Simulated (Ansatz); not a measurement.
**BH₂Br: basis-set convergence**

An exercise on one series of results from a longer session: the logs are not shown, and one member is left open.

Computed with Ansatz 0.2.0, Gaussian basis. Level: one geometry, several basis sets.

Levels to be run: PBE0-D4/def2-SVP; ωB97M-V/def2-SVP; PBE0-D4/def2-QZVPP; ωB97M-V/def2-QZVPP; the functionals' def2-TZVPP values are taken from earlier runs.

## Structure used throughout

An earlier PBE0-D4 in a triple-zeta def2 set relaxation fixed the geometry.

SMILES `BBr`, 4 atoms, charge 0, spin multiplicity 1.

Atoms are counted from 1 here; the program's logs count them from 0.

Bond lengths: B1–Br2 1.891 Å, B1–H3 1.188 Å, B1–H4 1.188 Å. Angles: Br2–B1–H3 117.8°, Br2–B1–H4 117.8°, H3–B1–H4 124.3°.

Geometry (Å):

```mol
BBrH2
  3D, bonds by distance, orders not assigned

  4  3  0  0  0  0  0  0  0  0999 V2000
   -0.1539    0.0250   -0.0969 B   0  0
    1.4701   -0.3634    0.7908 Br  0  0
   -1.1112   -0.6173    0.1917 H   0  0
   -0.1495    0.8954   -0.9059 H   0  0
  1  2  8  0
  1  3  8  0
  1  4  8  0
M  END
```

The first run:

The input, in.yaml:

```yaml
crystal:
  periodic: [false, false, false]
  atoms:
    - {symbol: B, position_ang: [-0.153903, 0.024973, -0.096880]}
    - {symbol: Br, position_ang: [1.470148, -0.363405, 0.790777]}
    - {symbol: H, position_ang: [-1.111222, -0.617298, 0.191728]}
    - {symbol: H, position_ang: [-0.149522, 0.895429, -0.905924]}
basis:
  gaussian: {orbitals: def2-SVP}
hamiltonian: {xc: pbe0, dispersion: d4}
output: {orbitals: {seedname: orbitals}}
```

Steps of the session up to this table: PBE0-D4 in def2-SVP; ωB97M-V in def2-SVP; PBE0-D4 in def2-QZVPP; ωB97M-V in def2-QZVPP.

One of the session's tables, all rows but one given; the rest of the session is left out.

It belongs to the step «Functionals by basis». 

```
functional       basis  HOMO (eV)  LUMO (eV)
   PBE0-D4    def2-SVP      -8.12      -1.92
   PBE0-D4  def2-TZVPP      -8.22      -2.01
   PBE0-D4  def2-QZVPP      -8.23      -2.02
   ωB97M-V    def2-SVP     -10.32       0.18
   ωB97M-V  def2-TZVPP          ?          ?
   ωB97M-V  def2-QZVPP     -10.46      -0.06
```

Q: Estimate the row for ωB97M-V, def2-TZVPP from the others.

**Answer.** HOMO (eV): -10.45; LUMO (eV): -0.01. In the column «HOMO (eV)» it lies between ωB97M-V, def2-QZVPP (-10.46) and ωB97M-V, def2-SVP (-10.32).
